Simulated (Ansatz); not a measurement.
## In3Se: equation of state with PBEsol

The system is In3Se.

```
In Se
1.0
     4.80376    0.00000    0.00000
     0.00000    4.80376    0.00000
     0.00000    0.00000    4.80376
In Se
3 1
Direct
  0.50000 0.50000 0.00000
  0.50000 0.00000 0.50000
  0.00000 0.50000 0.50000
  0.00000 0.00000 0.00000
```

The cell comes from a database or a generator and needn't be the stable form of this composition.

```json
{"Program": "Ansatz 0.2.0", "Task": "equation of state", "Functional": "PBEsol", "Potentials or basis": "all-electron LAPW, scalar-relativistic", "Basis error allowed": "0.001 eV/atom", "k mesh": "6 × 6 × 6", "Occupations": "fermi-dirac, width 0.05 eV", "Spin": "no spin polarisation"}
```

```json
{
  "Equilibrium volume": "25.47 Å³/atom (rough: see the caveat)",
  "Bulk modulus": "43 GPa (rough)"
}
```

Energy against volume, from the lowest point:
```tsv
volume (Å³/atom)	energy (meV/atom)
26.050	0.00
26.604	4.54
27.159	11.56
27.713	20.76
28.267	31.85
28.822	44.60
29.376	58.80
```

All runs of the series together: 61 s on 2 threads of Arm Neoverse V2, on a shared host.

Caveat: the minimum lies outside the volumes run.
